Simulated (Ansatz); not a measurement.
# CCSD(T)/def2-SVPD (core potential) run of MoO3 (SMILES [O]=[Mo](=[O])=[O])

What is the vertical singlet–triplet gap of MoO3 at CCSD(T)/def2-SVPD (core potential)? 

The calculation is run with Ansatz 0.2.0.

3 further runs of the same task are left out: 2 that didn't finish, 1 set aside as unsound or not needed.

**1. The structure to begin with**

MoO3 has 4 atoms, charge 0, and is taken as a singlet. SMILES: `[O]=[Mo](=[O])=[O]`. Geometry: relaxed at PBE0-D4/def2-TZVP.

Bond lengths: O1–Mo2 1.692 Å, Mo2–O3 1.692 Å, Mo2–O4 1.692 Å. Angles: O1–Mo2–O3 110.3°, O1–Mo2–O4 110.3°, O3–Mo2–O4 110.3°.

**2. The energy at CCSD(T)/def2-SVPD (core potential)**

Contents of job.yaml:

```yaml
crystal:
  periodic: [false, false, false]
  atoms:
    - {symbol: O, position_ang: [-0.968000, -0.149800, 1.262500]}
    - {symbol: Mo, position_ang: [-0.138100, -0.336500, -0.200300]}
    - {symbol: O, position_ang: [1.507000, -0.607600, 0.088800]}
    - {symbol: O, position_ang: [-0.345200, 1.033600, -1.171400]}
basis:
  gaussian:
    orbitals: def2-SVPD
accuracy: high
correlation:
  method: ccsd_t
  frozen_orbitals: {Mo: 0, O: 1}
scf:
  omitted_lower_state_checks: [cluster_reference, increment]
```

Run with:

```
$ ansatz run job.yaml --threads 1 --pin off --max-ram 3480MiB --events-out events.jsonl --progress --plain --runs-dir runs
```

Log (excerpt; [...] marks lines left out):

```text
Warning: RAYON_NUM_THREADS=1 ignored (pool sized by the plan → 1); use --threads N
Functional definition: HF
  name "HF"
[...]
2048 factors; integrals over basis functions are off by at most 2.4e-9 eV
[...]
mean field -7942.43860141 eV, -291.8792350237 hartree, gradient 3.3e-8 eV, S^2 0.000000; 0 other end points of the search recorded, 0 dependent functions left out; unrestricted orbitals would lower it
3 core orbitals not correlated: weight in the atoms' cores, before any rotation towards them, 1.000 or more for the frozen orbitals, at most 0.000 for the correlated occupied ones
reference -7942.43860141 eV, -291.8792350237 hartree; 16, 16 occupied and 84, 84 virtual orbitals, 2048 factors
second order -29.74140055 eV of doubles, -0.00000000 eV of singles
cycle   1  -23.88008817 eV  change     5.9e0 eV  update   3.8e-1
[...]
cycle  29  -26.78134808 eV  change   -1.6e-9 eV  update   1.7e-9
perturbative correction -1.86052697 eV, -0.0683731050 hartree
Total energy: -7971.08047646 eV, -292.9318045175 hartree
Checks for a lower state left out: cluster_reference, increment
```

It took 80 s on 1 thread of Arm Neoverse V1, shared host; peak memory 0.87 GiB.

**3. The triplet**

Contents of in.yaml:

```yaml
crystal:
  periodic: [false, false, false]
  atoms:
    - symbol: O
      position_ang: [-0.968000, -0.149800, 1.262500]
    - symbol: Mo
      position_ang: [-0.138100, -0.336500, -0.200300]
    - symbol: O
      position_ang: [1.507000, -0.607600, 0.088800]
    - symbol: O
      position_ang: [-0.345200, 1.033600, -1.171400]
basis:
  gaussian:
    orbitals: def2-SVPD
accuracy: high
scf:
  omitted_lower_state_checks: [cluster_reference, increment]
magnetization:
  spin_polarized: true
  initial_magnetization: 2
correlation:
  method: ccsd_t
  frozen_orbitals: {Mo: 0, O: 1}
```

Run with:

```
$ ansatz run in.yaml --threads 1 --pin off --max-ram 3480MiB --events-out events.jsonl --progress --plain --runs-dir runs
```

Log (excerpt; [...] marks lines left out):

```text
Warning: RAYON_NUM_THREADS=1 ignored (pool sized by the plan → 1); use --threads N
Functional definition: HF
  name "HF"
[...]
2048 factors; integrals over basis functions are off by at most 2.4e-9 eV
[...]
mean field -7941.99217738 eV, -291.8628292430 hartree, gradient 2.9e-8 eV, S^2 2.273668; 19 other end points of the search recorded, 0 dependent functions left out
3 core orbitals not correlated: weight in the atoms' cores, before any rotation towards them, 1.000 or more for the frozen orbitals, at most 0.000 for the correlated occupied ones
reference -7941.99217738 eV, -291.8628292430 hartree; 17, 15 occupied and 83, 85 virtual orbitals, 2048 factors
second order -25.69048785 eV of doubles, -0.00000000 eV of singles
cycle   1  -22.86601897 eV  change     2.8e0 eV  update   3.0e-1
[...]
cycle  46  -25.20378479 eV  change   3.1e-10 eV  update   1.5e-9
perturbative correction -1.50788513 eV, -0.0554137564 hartree
Total energy: -7968.70384729 eV, -292.8444650066 hartree
Checks for a lower state left out: cluster_reference, increment
```

Wall time 7.3 min (1 thread of Arm Neoverse V1, shared host); peak memory 2 GiB.

**4. Summary of results**

Level: CCSD(T)/def2-SVPD (core potential), 3 core orbitals frozen.

| quantity | value |
| --- | --- |
| singlet: total energy | -292.93180 Eh |
| singlet: correlation energy (3 core orbitals frozen) | -1052.6 mEh |
| singlet: (T) correction | -68.37 mEh |
| singlet: T1 diagnostic | 0.030 |
| triplet: total energy | -292.84447 Eh |
| triplet: correlation energy (3 core orbitals frozen) | -981.6 mEh |
| triplet: (T) correction | -55.41 mEh |
| triplet: ⟨S²⟩ of the reference determinant | 2.274 |
| triplet: T1 diagnostic | 0.049 |
| vertical energy of the triplet above the singlet | 2.377 eV |

What this shows: At this shape the triplet lies 2.38 eV (229 kJ/mol) above the singlet. The restricted solution (singlet) is unstable to spin breaking: an unrestricted one lies lower. The triples (singlet) make up 6.5 % of the correlation energy. ⟨S²⟩ (triplet) is 2.27 where a pure triplet has 2.00: the reference is spin-contaminated. The T1 diagnostic (triplet) of 0.049 is above the customary mark for such species, so a single reference may not serve. The triples (triplet) make up 5.6 % of the correlation energy.
